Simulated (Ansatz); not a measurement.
The system is Hf2Pd2Se2Br2O3.

```
Hf Pd Se Br O
1.0
    -1.89227    2.67212   12.28423
     1.89227   -2.67212   12.28423
     1.89227    2.67212  -12.28423
Hf Pd Se Br O
2 2 2 2 3
Cartesian
  0.0000 0.0000 22.6263
  0.0000 0.0000 1.9421
  0.0000 0.0000 16.7881
  0.0000 0.0000 7.7803
  0.0000 2.6721 2.8934
  1.8923 0.0000 9.3908
  0.0000 0.0000 19.3256
  0.0000 0.0000 5.2429
  0.0000 2.6721 9.8571
  1.8923 0.0000 2.4271
  0.0000 0.0000 0.0000
```

The cell was built by a generator and needn't be a form met in nature.

Base run:

```yaml
Program: Ansatz 0.2.0
Functional: PBE
Potentials_or_basis: Ansatz PAW
Cutoff: "420 eV (not typed: the program's choice for these potentials)"
k_mesh: 9 × 9 × 9
Occupations: fermi-dirac, width 0.05 eV
Spin: no spin polarisation
Hubbard_terms: Hf d U = 2 eV, Pd d U = 2 eV
```

Its results: band gap on the k mesh none (metal or under the smearing width); pressure 0.8 GPa; largest force 0.092 eV/Å.

After a change of settings the same cell gave: band gap on the k mesh none (metal or under the smearing width); pressure 2.7 GPa; largest force 0.294 eV/Å. Which change was it?
A. hubbard terms from Hf d U = 2 eV, Pd d U = 2 eV to Hf d U = 4 eV, Pd d U = 4 eV
B. hubbard terms from Hf d U = 2 eV, Pd d U = 2 eV to Hf d U = 6 eV, Pd d U = 6 eV
C. hubbard terms from Hf d U = 2 eV, Pd d U = 2 eV to none; hubbard projectors from ortho-atomic (the default) to none

B.

Caveats: U without spin polarisation on a metal has little footing.
